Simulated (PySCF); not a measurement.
# C3H6O2Si: electronic excitations at several levels of theory

How much do the electronic excitations of C3H6O2Si (`O=C/C=C/O[SiH3]`) depend on the level of theory, and what does each level cost?

Computed with PySCF 2.14.0, with density-fitted response routines of our own, on a single molecule in the gas phase. Atoms are numbered from 0 throughout.

### 1 The starting structure

12 atoms, charge 0, multiplicity 1; geometry from: GFN2-xTB. The atoms were then displaced at random by about 0.01 Å, so the start is not that level's minimum.

Bonds of the start (Å): O0–C1 1.18, C1–C2 1.44, C2–C3 1.38, C3–O4 1.29, O4–Si5 1.65, C1–H6 1.10, C2–H7 1.08, C3–H8 1.09, Si5–H9 1.47, Si5–H10 1.46, Si5–H11 1.46.

### 2 Geometry optimisation at PBE0-D3(BJ)/def2-SVP

What the job is given:

```
{"job": {"xc": "PBE0", "basis": "def2-SVP", "d3": "d3bj", "grid": 1, "shake": 0.01, "kind": "geom"}, "charge": 0, "multiplicity": 1}
O     -2.906430     0.384630    -0.837360
C     -2.517860    -0.669680    -0.479500
C     -1.177650    -0.946540    -0.045720
C     -0.208440     0.038760    -0.007730
O      0.996940    -0.140180     0.400600
Si     2.355210     0.789240     0.358380
H     -3.170290    -1.550010    -0.455630
H     -0.892370    -1.943570     0.259700
H     -0.530260     1.041150    -0.301140
H      3.024110     0.316050     1.575420
H      2.010990     2.203110     0.398600
H      3.055740     0.448750    -0.874640
```

Run with:

```bash
> OMP_NUM_THREADS=1 python probes_run.py task.json out
```

One launch serves the whole session: the jobs run in the order shown.

The program printed:

```text
step   0  E = -557.14041484  max force = 0.066862
step   1  E = -557.14934771  max force = 0.015917
step   2  E = -557.14928742  max force = 0.014394
step   3  E = -557.14997248  max force = 0.007097
step   4  E = -557.15016713  max force = 0.004625
step   5  E = -557.15013977  max force = 0.005171
step   6  E = -557.15037861  max force = 0.003130
step   7  E = -557.15042024  max force = 0.002256
step   8  E = -557.15046083  max force = 0.000881
step   9  E = -557.15047244  max force = 0.000358
optimisation converged
```

Run time: 74 s. Hardware: 1 thread of Arm Neoverse N1, shared host; peak memory 0.5 GiB.

Relaxation path: (the energy doesn't fall at every step)

```csv
step,energy from step 0 (eV),largest force component (eV/Å)
0,0.0000,3.4382
1,-0.2431,0.8185
2,-0.2414,0.7402
3,-0.2601,0.3649
4,-0.2654,0.2378
5,-0.2646,0.2659
6,-0.2711,0.1610
7,-0.2723,0.1160
8,-0.2734,0.0453
9,-0.2737,0.0184
```

Distances of close pairs at the start and the end, largest changes first:

```csv
bond,before (Å),after (Å),change (Å)
O4–Si5,1.646,1.691,+0.045
C3–O4,1.285,1.330,+0.045
C2–C3,1.383,1.346,-0.036
Si5–H10,1.456,1.492,+0.036
O0–C1,1.179,1.211,+0.032
Si5–H11,1.458,1.489,+0.031
C1–C2,1.436,1.465,+0.029
C1–H6,1.096,1.120,+0.024
```

The end geometry stands in the next job.

```csv
at the end point,value
point group (found at 0.08 Å tolerance),C1
"rotational constants (GHz, main isotopes)","11.362, 1.093, 1.010"
dipole moment (D),3.32
```

### 3 TDDFT and polarisability: PBE0/def2-SVP

What the job is given:

```
{"job": {"kind": "uv", "xc": "PBE0", "basis": "def2-SVP"}, "charge": 0, "multiplicity": 1}
O     -2.822184     0.407319    -0.976838
C     -2.466875    -0.696341    -0.626303
C     -1.140215    -1.025972    -0.100623
C     -0.219643    -0.051166     0.020301
O      1.004286    -0.251437     0.500310
Si     2.296862     0.839083     0.487586
H     -3.170951    -1.564527    -0.692329
H     -0.907341    -2.053925     0.186835
H     -0.488405     0.972973    -0.279876
H      3.113589     0.521308     1.685432
H      1.748481     2.225432     0.544743
H      3.089271     0.648245    -0.758929
```

Method: TDDFT PBE0/def2-SVP, vertical, gas phase, core orbitals frozen in the response.

The program printed:

```text
coarse grid: 10776 points
cycle   1  E = -556.8893164195  dE =  7.638e-01  |g| = 9.056e-01  |ddm| = 3.585e+00
cycle   2  E = -556.3909256014  dE =  4.984e-01  |g| = 1.792e+00  |ddm| = 3.498e+00
cycle   3  E = -557.0474169390  dE = -6.565e-01  |g| = 2.166e-01  |ddm| = 2.741e+00
cycle   4  E = -557.0558018759  dE = -8.385e-03  |g| = 1.024e-01  |ddm| = 3.003e-01
cycle   5  E = -557.0577342141  dE = -1.932e-03  |g| = 2.174e-02  |ddm| = 9.895e-02
cycle   6  E = -557.0578343226  dE = -1.001e-04  |g| = 8.036e-03  |ddm| = 2.694e-02
cycle   7  E = -557.0578474079  dE = -1.309e-05  |g| = 2.986e-03  |ddm| = 9.735e-03
cycle   8  E = -557.0578494333  dE = -2.025e-06  |g| = 9.048e-04  |ddm| = 3.391e-03
final grid: 100200 points
cycle   9  E = -557.1427028990  dE =  2.208e-06  |g| = 1.172e-02  |ddm| = 2.079e-02
cycle  10  E = -557.1426295740  dE =  7.333e-05  |g| = 2.256e-02  |ddm| = 3.286e-02
cycle  11  E = -557.1427294484  dE = -9.987e-05  |g| = 1.830e-03  |ddm| = 2.332e-02
cycle  12  E = -557.1427301280  dE = -6.796e-07  |g| = 2.215e-04  |ddm| = 1.711e-03
cycle  13  E = -557.1427301371  dE = -9.083e-09  |g| = 8.569e-05  |ddm| = 2.886e-04
cycle  14  E = -557.1427301385  dE = -1.431e-09  |g| = 3.685e-05  |ddm| = 1.190e-04
cycle  15  E = -557.1427301388  dE = -3.306e-10  |g| = 8.966e-06  |ddm| = 4.567e-05
converged SCF energy = -557.1427301388

Static polarisability (au): isotropic 64.714, principal 40.877 57.796 95.470

Singlet excitations
state   eV       nm        f      main configurations
  1   3.7539    330.3   0.00012   H->L 0.97
  2   5.5203    224.6   0.45474   H-1->L 0.95
  3   6.1260    202.4   0.00007   H-1->L+1 0.97
  4   6.4258    192.9   0.05243   H->L+1 0.97
  5   6.7815    182.8   0.00081   H-2->L 0.87
  6   7.3411    168.9   0.00112   H->L+5 0.51, H->L+2 0.35
  7   7.6295    162.5   0.00855   H-1->L+2 0.97
  8   7.9073    156.8   0.00555   H-1->L+3 0.57, H-3->L 0.19
  9   7.9357    156.2   0.02489   H-1->L+3 0.36, H-3->L 0.30, H->L+2 0.11
 10   7.9603    155.8   0.00077   H->L+2 0.31, H->L+3 0.26, H-3->L 0.14

Triplet excitations (Tamm-Dancoff, eV): 3.2341 3.2746 5.9832 6.0083
```

Wall time 18 s (1 thread of Arm Neoverse N1, shared host); peak memory 0.59 GiB.

Frontier orbitals and where they lie:

```csv
orbital,eV,atoms
HOMO−3,-10.12,"Si5 31 %, H11 29 %, H9 13 %"
HOMO−2,-9.71,"O4 44 %, H10 14 %, Si5 12 %"
HOMO−1,-7.22,"C2 41 %, C3 19 %, O4 18 %"
HOMO,-7.08,"O0 68 %, H6 11 %, C2 9 %"
LUMO,-1.32,"C3 34 %, C1 26 %, O0 19 %"
LUMO+1,0.06,"Si5 78 %, O4 8 %"
LUMO+2,1.48,"Si5 56 %, H9 14 %, H10 13 %"
```

With each of the 10 states as a Gaussian band of 0.4 eV half-width at 1/e, the curve within the window shown has maxima at 224 nm (ε 18,000), 157 nm (ε 1,500) L/(mol cm). Beyond the last state computed it falls off for lack of states. The curve at chosen wavelengths:

| nm | ε (L/mol/cm) |
| --- | --- |
| 150 | 672 |
| 160 | 1351 |
| 169 | 396 |
| 179 | 515 |
| 189 | 1956 |
| 199 | 2477 |
| 208 | 6103 |
| 218 | 15616 |
| 228 | 17610 |
| 237 | 10845 |
| 247 | 3796 |
| 257 | 878 |
| 267 | 148 |
| 276 | 25 |
| 286 | 3 |
| 296 | 2 |
| 306 | 3 |
| 315 | 4 |
| 325 | 5 |
| 335 | 5 |
| 344 | 4 |
| 354 | 3 |
| 364 | 2 |
| 374 | 1 |
| 383 | 1 |
| 393 | 1 |

Ground-state properties from the same run:

```csv
property,computed
dipole moment (D),3.32
polarisability (Å³),9.59
HOMO–LUMO gap (eV),5.77
−ε(HOMO) (eV),7.08
```

### 4 Ultraviolet spectrum: PBE0/def2-TZVP

Settings changed since step 3:

```diff
@@ -1,2 +1,2 @@
-{"job": {"kind": "uv", "xc": "PBE0", "basis": "def2-SVP"}, "charge": 0, "multiplicity": 1}
+{"job": {"kind": "uv", "xc": "PBE0", "basis": "def2-TZVP"}, "charge": 0, "multiplicity": 1}
 O     -2.822184     0.407319    -0.976838
```

Method: TDDFT PBE0/def2-TZVP, vertical, gas phase, core orbitals frozen in the response.

The program printed:

```text
coarse grid: 10776 points
cycle   1  E = -557.3881821631  dE =  7.918e-01  |g| = 9.468e-01  |ddm| = 2.680e+00
cycle   2  E = -556.8559834606  dE =  5.322e-01  |g| = 1.887e+00  |ddm| = 5.300e+00
cycle   3  E = -557.5467937155  dE = -6.908e-01  |g| = 2.407e-01  |ddm| = 4.628e+00
cycle   4  E = -557.5564401995  dE = -9.646e-03  |g| = 1.133e-01  |ddm| = 2.830e-01
cycle   5  E = -557.5586080875  dE = -2.168e-03  |g| = 2.629e-02  |ddm| = 1.117e-01
cycle   6  E = -557.5587396629  dE = -1.316e-04  |g| = 9.442e-03  |ddm| = 2.324e-02
cycle   7  E = -557.5587573815  dE = -1.772e-05  |g| = 3.246e-03  |ddm| = 1.105e-02
cycle   8  E = -557.5587596887  dE = -2.307e-06  |g| = 1.040e-03  |ddm| = 3.698e-03
final grid: 100200 points
cycle   9  E = -557.5518183398  dE = -1.950e-05  |g| = 1.173e-02  |ddm| = 5.057e-02
cycle  10  E = -557.5517487549  dE =  6.958e-05  |g| = 2.258e-02  |ddm| = 3.036e-02
cycle  11  E = -557.5518424058  dE = -9.365e-05  |g| = 2.001e-03  |ddm| = 2.378e-02
cycle  12  E = -557.5518431369  dE = -7.310e-07  |g| = 4.143e-04  |ddm| = 2.250e-03
cycle  13  E = -557.5518431632  dE = -2.636e-08  |g| = 1.447e-04  |ddm| = 3.079e-04
cycle  14  E = -557.5518431675  dE = -4.246e-09  |g| = 4.122e-05  |ddm| = 1.235e-04
cycle  15  E = -557.5518431678  dE = -3.297e-10  |g| = 1.633e-05  |ddm| = 4.825e-05
converged SCF energy = -557.5518431678

Static polarisability (au): isotropic 72.056, principal 48.538 64.209 103.421

Singlet excitations
state   eV       nm        f      main configurations
  1   3.7260    332.8   0.00019   H->L 0.96
  2   5.3222    233.0   0.42296   H-1->L 0.96
  3   5.8404    212.3   0.00002   H-1->L+1 0.97
  4   6.1472    201.7   0.04190   H->L+1 0.97
  5   6.6938    185.2   0.00047   H-2->L 0.85, H-4->L 0.10
  6   7.1415    173.6   0.00094   H->L+2 0.54, H->L+6 0.24, H->L+5 0.14
  7   7.2678    170.6   0.01169   H-1->L+2 0.96
  8   7.4926    165.5   0.01058   H-1->L+3 0.94
  9   7.6270    162.6   0.00464   H->L+3 0.64, H->L+2 0.17, H->L+5 0.10
 10   7.7523    159.9   0.00455   H-3->L 0.73, H-4->L 0.12

Triplet excitations (Tamm-Dancoff, eV): 3.2215 3.2417 5.7186 5.9678
```

Run time: 49 s. Hardware: 1 thread of Arm Neoverse N1, shared host; peak memory 0.92 GiB.

This run: HOMO -7.22 eV, LUMO -1.51 eV; lowest singlet 3.73 eV.

### 5 TDDFT and polarisability: PBE0/aug-cc-pVDZ

Settings changed since step 4:

```diff
@@ -1,2 +1,2 @@
-{"job": {"kind": "uv", "xc": "PBE0", "basis": "def2-TZVP"}, "charge": 0, "multiplicity": 1}
+{"job": {"kind": "uv", "xc": "PBE0", "basis": "aug-cc-pVDZ"}, "charge": 0, "multiplicity": 1}
 O     -2.822184     0.407319    -0.976838
```

Method: TDDFT PBE0/aug-cc-pVDZ, vertical, gas phase, core orbitals frozen in the response.

The program printed:

```text
coarse grid: 10776 points
cycle   1  E = -557.2933525696  dE =  8.353e-01  |g| = 8.897e-01  |ddm| = 9.188e+00
cycle   2  E = -556.7793254450  dE =  5.140e-01  |g| = 1.809e+00  |ddm| = 4.699e+00
cycle   3  E = -557.4443838499  dE = -6.651e-01  |g| = 2.223e-01  |ddm| = 3.498e+00
cycle   4  E = -557.4530440027  dE = -8.660e-03  |g| = 1.038e-01  |ddm| = 4.930e-01
cycle   5  E = -557.4549962652  dE = -1.952e-03  |g| = 2.428e-02  |ddm| = 1.778e-01
cycle   6  E = -557.4551215054  dE = -1.252e-04  |g| = 8.733e-03  |ddm| = 6.184e-02
cycle   7  E = -557.4551377520  dE = -1.625e-05  |g| = 2.925e-03  |ddm| = 2.009e-02
cycle   8  E = -557.4551397064  dE = -1.954e-06  |g| = 9.310e-04  |ddm| = 7.462e-03
final grid: 100200 points
cycle   9  E = -557.4639069334  dE = -1.910e-06  |g| = 1.088e-02  |ddm| = 1.387e-01
cycle  10  E = -557.4638429449  dE =  6.399e-05  |g| = 2.107e-02  |ddm| = 5.220e-02
cycle  11  E = -557.4639301919  dE = -8.725e-05  |g| = 1.877e-03  |ddm| = 3.034e-02
cycle  12  E = -557.4639309157  dE = -7.238e-07  |g| = 2.928e-04  |ddm| = 3.732e-03
cycle  13  E = -557.4639309317  dE = -1.600e-08  |g| = 9.569e-05  |ddm| = 7.291e-04
cycle  14  E = -557.4639309334  dE = -1.716e-09  |g| = 4.051e-05  |ddm| = 2.457e-04
cycle  15  E = -557.4639309338  dE = -3.702e-10  |g| = 1.271e-05  |ddm| = 9.433e-05
converged SCF energy = -557.4639309338

Static polarisability (au): isotropic 76.987, principal 53.611 68.408 108.941

Singlet excitations
state   eV       nm        f      main configurations
  1   3.6926    335.8   0.00029   H->L 0.96
  2   5.1970    238.6   0.39621   H-1->L 0.94
  3   5.6812    218.2   0.00107   H-1->L+1 0.95
  4   5.9725    207.6   0.04784   H->L+1 0.94
  5   6.3964    193.8   0.01994   H-1->L+2 0.74, H->L+2 0.11, H-1->L+3 0.09
  6   6.4360    192.6   0.01750   H->L+2 0.45, H->L+3 0.31, H-1->L+2 0.12
  7   6.5835    188.3   0.00521   H-1->L+3 0.46, H->L+3 0.29, H->L+2 0.16
  8   6.5986    187.9   0.01029   H-1->L+3 0.32, H->L+3 0.30, H->L+2 0.18
  9   6.6407    186.7   0.00056   H-2->L 0.71, H-1->L+3 0.09
 10   6.8363    181.4   0.00163   H->L+4 0.65, H->L+10 0.09

Triplet excitations (Tamm-Dancoff, eV): 3.1973 3.2164 5.5690 5.9275
```

It took 41 s on 1 thread of Arm Neoverse N1, shared host; peak memory 0.82 GiB.

This run: HOMO -7.22 eV, LUMO -1.58 eV; lowest singlet 3.69 eV.

### 6 Ultraviolet spectrum: PBE0/def2-TZVPD

Settings changed since step 5:

```diff
@@ -1,2 +1,2 @@
-{"job": {"kind": "uv", "xc": "PBE0", "basis": "aug-cc-pVDZ"}, "charge": 0, "multiplicity": 1}
+{"job": {"kind": "uv", "xc": "PBE0", "basis": "def2-TZVPD"}, "charge": 0, "multiplicity": 1}
 O     -2.822184     0.407319    -0.976838
```

With the program's defaults for keys left out, this is: TDDFT PBE0/def2-TZVPD, vertical, gas phase, core orbitals frozen in the response.

The program printed:

```text
coarse grid: 10776 points
cycle   1  E = -557.3898655884  dE =  7.922e-01  |g| = 9.460e-01  |ddm| = 3.421e+00
cycle   2  E = -556.8424430513  dE =  5.474e-01  |g| = 1.903e+00  |ddm| = 4.083e+00
cycle   3  E = -557.5479722736  dE = -7.055e-01  |g| = 2.444e-01  |ddm| = 3.407e+00
cycle   4  E = -557.5578053332  dE = -9.833e-03  |g| = 1.160e-01  |ddm| = 3.291e-01
cycle   5  E = -557.5600757930  dE = -2.270e-03  |g| = 2.686e-02  |ddm| = 1.035e-01
cycle   6  E = -557.5602116922  dE = -1.359e-04  |g| = 9.921e-03  |ddm| = 3.440e-02
cycle   7  E = -557.5602317764  dE = -2.008e-05  |g| = 3.246e-03  |ddm| = 1.300e-02
cycle   8  E = -557.5602340569  dE = -2.280e-06  |g| = 1.078e-03  |ddm| = 4.436e-03
final grid: 100200 points
cycle   9  E = -557.5533030750  dE = -2.146e-05  |g| = 1.179e-02  |ddm| = 2.060e-01
cycle  10  E = -557.5532323093  dE =  7.077e-05  |g| = 2.275e-02  |ddm| = 3.540e-02
cycle  11  E = -557.5533274166  dE = -9.511e-05  |g| = 2.025e-03  |ddm| = 2.637e-02
cycle  12  E = -557.5533281655  dE = -7.490e-07  |g| = 4.199e-04  |ddm| = 1.964e-03
cycle  13  E = -557.5533281925  dE = -2.696e-08  |g| = 1.497e-04  |ddm| = 5.025e-04
cycle  14  E = -557.5533281970  dE = -4.537e-09  |g| = 4.268e-05  |ddm| = 1.838e-04
cycle  15  E = -557.5533281974  dE = -3.556e-10  |g| = 1.690e-05  |ddm| = 5.548e-05
converged SCF energy = -557.5533281974

Static polarisability (au): isotropic 76.514, principal 53.307 68.139 108.095

Singlet excitations
state   eV       nm        f      main configurations
  1   3.6966    335.4   0.00026   H->L 0.96
  2   5.2234    237.4   0.39928   H-1->L 0.95
  3   5.7180    216.8   0.00056   H-1->L+1 0.96
  4   6.0097    206.3   0.04311   H->L+1 0.96
  5   6.6383    186.8   0.01817   H-1->L+2 0.82
  6   6.6450    186.6   0.00115   H-2->L 0.72, H-4->L 0.08
  7   6.7051    184.9   0.00705   H->L+2 0.65, H->L+4 0.13
  8   6.8853    180.1   0.01143   H-1->L+3 0.48, H->L+3 0.26, H-1->L+4 0.09
  9   6.9024    179.6   0.01861   H->L+3 0.32, H-1->L+3 0.29, H->L+4 0.10
 10   6.9598    178.1   0.00360   H->L+4 0.45, H->L+3 0.15, H->L+9 0.14

Triplet excitations (Tamm-Dancoff, eV): 3.1988 3.2204 5.6078 5.9402
```

Run time: 75 s. Hardware: 1 thread of Arm Neoverse N1, shared host; peak memory 1.1 GiB.

This run: HOMO -7.26 eV, LUMO -1.60 eV; lowest singlet 3.70 eV.

### 7 Excited states and response: PBE0/6-31+G*

Settings changed since step 6:

```diff
@@ -1,2 +1,2 @@
-{"job": {"kind": "uv", "xc": "PBE0", "basis": "def2-TZVPD"}, "charge": 0, "multiplicity": 1}
+{"job": {"kind": "uv", "xc": "PBE0", "basis": "6-31+G*"}, "charge": 0, "multiplicity": 1}
 O     -2.822184     0.407319    -0.976838
```

With the program's defaults for keys left out, this is: TDDFT PBE0/6-31+G*, vertical, gas phase, core orbitals frozen in the response.

The program printed:

```text
coarse grid: 10776 points
cycle   1  E = -557.3210170406  dE =  8.135e-01  |g| = 8.733e-01  |ddm| = 4.003e+00
cycle   2  E = -556.8327315536  dE =  4.883e-01  |g| = 1.766e+00  |ddm| = 1.823e+01
cycle   3  E = -557.4691059743  dE = -6.364e-01  |g| = 2.178e-01  |ddm| = 1.704e+01
cycle   4  E = -557.4776547886  dE = -8.549e-03  |g| = 9.800e-02  |ddm| = 3.562e-01
cycle   5  E = -557.4793961188  dE = -1.741e-03  |g| = 2.371e-02  |ddm| = 2.779e-01
cycle   6  E = -557.4795171088  dE = -1.210e-04  |g| = 8.075e-03  |ddm| = 3.890e-02
cycle   7  E = -557.4795309499  dE = -1.384e-05  |g| = 2.799e-03  |ddm| = 2.131e-02
cycle   8  E = -557.4795327510  dE = -1.801e-06  |g| = 8.590e-04  |ddm| = 6.921e-03
final grid: 100200 points
cycle   9  E = -557.4189076514  dE =  1.406e-06  |g| = 1.091e-02  |ddm| = 4.976e-02
cycle  10  E = -557.4188425224  dE =  6.513e-05  |g| = 2.118e-02  |ddm| = 4.609e-02
cycle  11  E = -557.4189312897  dE = -8.877e-05  |g| = 1.833e-03  |ddm| = 3.618e-02
cycle  12  E = -557.4189319875  dE = -6.978e-07  |g| = 2.670e-04  |ddm| = 3.623e-03
cycle  13  E = -557.4189320006  dE = -1.312e-08  |g| = 8.761e-05  |ddm| = 4.492e-04
cycle  14  E = -557.4189320020  dE = -1.393e-09  |g| = 3.867e-05  |ddm| = 1.458e-04
cycle  15  E = -557.4189320024  dE = -3.615e-10  |g| = 9.992e-06  |ddm| = 1.129e-04
converged SCF energy = -557.4189320024

Static polarisability (au): isotropic 70.040, principal 47.023 63.080 100.017

Singlet excitations
state   eV       nm        f      main configurations
  1   3.7651    329.3   0.00020   H->L 0.93
  2   5.2791    234.9   0.41007   H-1->L 0.91
  3   5.6939    217.7   0.00125   H-1->L+1 0.92
  4   6.0311    205.6   0.05135   H->L+1 0.91
  5   6.5969    187.9   0.02024   H-1->L+2 0.85, H->L+2 0.09
  6   6.7182    184.5   0.00237   H-2->L 0.52, H->L+2 0.29
  7   6.7344    184.1   0.00546   H->L+2 0.45, H-2->L 0.34
  8   6.8641    180.6   0.00448   H-1->L+3 0.80, H->L+3 0.13
  9   6.9156    179.3   0.02837   H->L+3 0.69, H-1->L+3 0.12, H->L+2 0.12
 10   7.1494    173.4   0.00159   H->L+6 0.29, H->L+5 0.19, H->L+4 0.14

Triplet excitations (Tamm-Dancoff, eV): 3.2169 3.2926 5.5872 5.9860
```

Run time: 22 s. Hardware: 1 thread of Arm Neoverse N1, shared host; peak memory 0.64 GiB.

This run: HOMO -7.26 eV, LUMO -1.53 eV; lowest singlet 3.77 eV.

### 8 Side by side: electronic excitations

Excitations and ground-state properties, with basis size and wall time:

```csv
run,lowest singlet (eV),brightest (eV),f,gap (eV),α (Å³),μ (D),functions,time
PBE0/def2-SVP,3.75,5.52,0.455,5.77,9.59,3.32,118,18 s
PBE0/def2-TZVP,3.73,5.32,0.423,5.71,10.68,3.45,228,49 s
PBE0/aug-cc-pVDZ,3.69,5.20,0.396,5.64,11.41,3.54,196,41 s
PBE0/def2-TZVPD,3.70,5.22,0.399,5.66,11.34,3.48,288,75 s
PBE0/6-31+G*,3.77,5.28,0.410,5.72,10.38,3.56,124,22 s
```

### 9 Results

| quantity | value |
| --- | --- |
| point group | C1 |
| rotational constants (main isotopes) | 11.36, 1.09, 1.01 GHz |
| lowest singlet (PBE0/def2-SVP) | 3.75 eV (330 nm), f = 0.000 |
| brightest single state of those computed | state 2, 5.52 eV, f = 0.455 |
| lowest triplet | 3.23 eV |
| range of the lowest singlet | 3.69 to 3.77 eV |

Single values in the summary come from the first sound run of each kind (PBE0/def2-SVP), which need not be the best level. The start of the PBE0/def2-SVP relaxation was shaken at random by about 0.01 Å, so part of the energy gained, and of the first lengths quoted, undoes that. Over 9 steps the energy fell by 0.274 eV; of the close pairs, O4–Si5 changed most, 1.646 to 1.691 Å. The first singlet state (HOMO→LUMO 0.97) lies at 3.75 eV and is dark; of the 10 states computed, the strongest absorption comes from state 2 at 5.52 eV. The lowest triplet lies 0.52 eV below the lowest singlet (triplets in Tamm-Dancoff, singlets in full TDDFT). The lowest singlet runs from 3.69 eV (PBE0/aug-cc-pVDZ) to 3.77 eV (PBE0/6-31+G*), while the orbital gap spans 5.64 to 5.77 eV. The lowest state need not be the same one in every run.
